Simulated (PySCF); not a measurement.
# ClGeH7Si2: the cost of one run

Computed with PySCF 2.14.0, with density-fitted response routines of our own, on a single molecule in the gas phase. Atoms count from 0, in the outputs and in this text.

## 1. The molecule as given

11 atoms, charge 0, multiplicity 1; geometry from: GFN2-xTB. The atoms were then displaced at random by about 0.01 Å, so the start is not that level's minimum.

Bonds of the start (Å): Cl0–Si1 2.07, Si1–Si2 2.31, Si2–Ge3 2.39, Si1–H4 1.47, Si1–H5 1.46, Si2–H6 1.46, Si2–H7 1.48, Ge3–H8 1.52, Ge3–H9 1.47, Ge3–H10 1.49.

## 2. Geometry optimisation at PBE0-D3(BJ)/def2-SVP

The job: settings as JSON, then the geometry in Å.

```
{"job": {"xc": "PBE0", "basis": "def2-SVP", "d3": "d3bj", "grid": 1, "shake": 0.01, "kind": "geom"}, "charge": 0, "multiplicity": 1}
Cl    -1.158900    -2.133750     0.587950
Si    -1.940420    -0.261050     0.198870
Si    -0.100070     1.037150    -0.329090
Ge     1.876380    -0.266800    -0.032560
H     -2.924340    -0.439020    -0.875560
H     -2.677690     0.138420     1.399960
H     -0.130740     1.541580    -1.698300
H      0.026390     2.242980     0.519350
H      2.022640    -0.777830     1.386730
H      3.154930     0.397700    -0.304910
H      1.889930    -1.505210    -0.868090
```

Command:

```
$ OMP_NUM_THREADS=1 python probes_run.py task.json out
```

One launch serves the whole session: the jobs run in the order shown.

**Question.** How long does this first job take on 1 thread of Arm Neoverse N1, shared host, and how much memory does it need?

About 69 s, with a peak of 0.48 GiB.
